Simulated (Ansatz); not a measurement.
# Al3BN2: the cost of one run

Method: DFT PBE, scalar-relativistic, plane waves, PAW, unless a step names another level, in Ansatz 0.2.0.

5 further runs of the same task are left out: 2 that didn't finish, 3 set aside as unsound or not needed. Runs told in other sessions of the task aren't counted.

## 1. The structure to begin with

The structure is tetragonal, space group I-4m2 (No. 119). Conventional cell: a = 3.041 Å, b = 3.041 Å, c = 15.397 Å, α = 90.00°, β = 90.00°, γ = 90.00°. Al (site symmetry -4m2) has 4 N at 1.89 Å in its first shell of neighbours. Al (site symmetry 2mm) has 2 N at 1.90 Å and 2 B at 2.20 Å in its first shell of neighbours. B (site symmetry -4m2) is surrounded by 4 Al at 2.20 Å. Around N (site symmetry 2mm) lie 4 Al at 1.89 to 1.90 Å.

Structure file:

```cif
data_structure
_symmetry_space_group_name_H-M 'P 1'
_symmetry_Int_Tables_number 1
_cell_length_a 7.9931
_cell_length_b 7.9931
_cell_length_c 7.9931
_cell_angle_alpha 158.069
_cell_angle_beta 158.069
_cell_angle_gamma 31.211
_cell_volume 71.19
loop_
_atom_site_label
_atom_site_type_symbol
_atom_site_fract_x
_atom_site_fract_y
_atom_site_fract_z
_atom_site_occupancy
Al1 Al 0.75000 0.25000 0.50000 1
Al2 Al 0.10292 0.60292 0.50000 1
Al3 Al 0.39708 0.89708 0.50000 1
B1 B 0.00000 0.00000 0.00000 1
N1 N 0.67694 0.67694 0.00000 1
N2 N 0.32306 0.32306 0.00000 1
```

It came out lowest among 35 distinct ends of the trial cells. At a tolerance of 0.05 Å it has space group I-4m2 (No. 119).

## 2. A stricter relaxation, on the response runs' mesh and smearing

The input, input.yaml:

```yaml
crystal:
  lattice:
    - [-1.5204586826, 1.5204586826, 7.6984328209]
    - [1.5204586826, -1.5204586826, 7.6984328209]
    - [1.5204586826, 1.5204586826, -7.6984328209]
  atoms:
    - { symbol: Al, position: [0.75, 0.25, 0.5] }
    - { symbol: Al, position: [0.1029187847, 0.6029187847, 0.5] }
    - { symbol: Al, position: [0.3970812153, 0.8970812153, 0.5] }
    - { symbol: B, position: [0.0, 0.0, 0.0] }
    - { symbol: "N", position: [0.6769366065, 0.6769366065, 0.0] }
    - { symbol: "N", position: [0.3230633935, 0.3230633935, 0.0] }
basis:
  ecutwfc: 420
kpoints:
  mp_grid: { grid: [14, 14, 14] }
hamiltonian:
  xc: pbe
scf:
  occupations: { method: gaussian, width: 0.1 }
output:
  forces: true
  stress: true
  eigenvalues: true
relax:
  adjacent_minimum: "off"
  f_tol: 0.001
  max_steps: 60
  cell: { stress_tol: 0.01 }
```

Run with:

```bash
$ ansatz run input.yaml --threads 3 --pin off --max-ram 7680MiB --backend cpu --events-out ev --progress --plain --runs-dir out
```

Q: Estimate wall time and peak memory on 3 threads of Intel Xeon at 2.50GHz (Skylake/Cascade Lake), shared host.

About 41 s, with a peak of 0.66 GiB.
